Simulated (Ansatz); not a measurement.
This script for the Ansatz DFT code, driven from Python starts 4 runs on Ge, space group I4_1/amd. What input does the engine get in each?

Script `ge.py`:
```python
"""Convergence of Ge with the plane-wave cutoff."""

from dataclasses import dataclass
import warnings

import ansatz as az
import pandas as pd


@dataclass
class RunConfig:
    functional: str = "lda"
    kmesh: tuple[int, ...] = (11, 11, 11)
    width_ev: float = 0.1


cfg = RunConfig()

warnings.simplefilter("ignore", az.DeckWarning)

crystal = (
    az.Lattice.of((-2.57449, 2.57449, 1.397413), (2.57449, -2.57449, 1.397413), (2.57449, 2.57449, -1.397413))
    .atom("Ge", (0.25, 0.75, 0.5))
    .atom("Ge", (0.5, 0.5, 0.0))
)

base = (
    crystal.calculation()
    .functional(cfg.functional)
    .kpoints(*cfg.kmesh)
    .occupations(az.OccupationsMethod.COLD, width=cfg.width_ev)
)

rows = []
for value in [250, 300, 350, 400]:
    report = base.basis(value).run(threads=1).report
    rows.append((value, report["free_energy_ev"] / len(report["lattice"]["sites"]), report["n_iterations"], report["n_pw"]))

table = pd.DataFrame(rows, columns=["cutoff (eV)", "F/atom (eV)", "iterations", "plane waves"])
print(table.round(5).to_string(index=False))

# differences from the last row
for row in rows[:-1]:
    shift = 1000 * (row[1] - rows[-1][1])
    print(f"{row[0]}: {shift:+.2f} meV/atom" + ("  (within 2 meV)" if abs(shift) < 2 else ""))
```

Run 1:
```yaml
crystal:
  lattice:
    - [-2.57449, 2.57449, 1.397413]
    - [2.57449, -2.57449, 1.397413]
    - [2.57449, 2.57449, -1.397413]
  atoms:
    - { symbol: Ge, position: [0.25, 0.75, 0.5] }
    - { symbol: Ge, position: [0.5, 0.5, 0.0] }
basis:
  ecutwfc: 250.0
kpoints:
  mp_grid:
    grid: [11, 11, 11]
hamiltonian:
  xc: lda
scf:
  occupations:
    method: cold
    width: 0.1
```

Run 2, against run 1:
```diff
-  ecutwfc: 250.0
+  ecutwfc: 300.0
```

Run 3, against run 1:
```diff
-  ecutwfc: 250.0
+  ecutwfc: 350.0
```

Run 4, against run 1:
```diff
-  ecutwfc: 250.0
+  ecutwfc: 400.0
```

```console
$ python ge.py
 cutoff (eV)  F/atom (eV)  iterations  plane waves
         250  -4214.30077           7          327
         300  -4215.40835           6          435
         350  -4215.52746           6          533
         400  -4215.53428           6          681
250: +1233.51 meV/atom
300: +125.93 meV/atom
350: +6.82 meV/atom
```

Caveats:
- This isn't the structure that Ge takes at ambient conditions.
- Shifts are counted from the last row, which is itself no proven limit.
- The script silences the warnings on its input, which a real study should read.
- Finished in 18 s on 1 thread of Arm Neoverse N1 (shared host), peak memory 0.43 GiB.
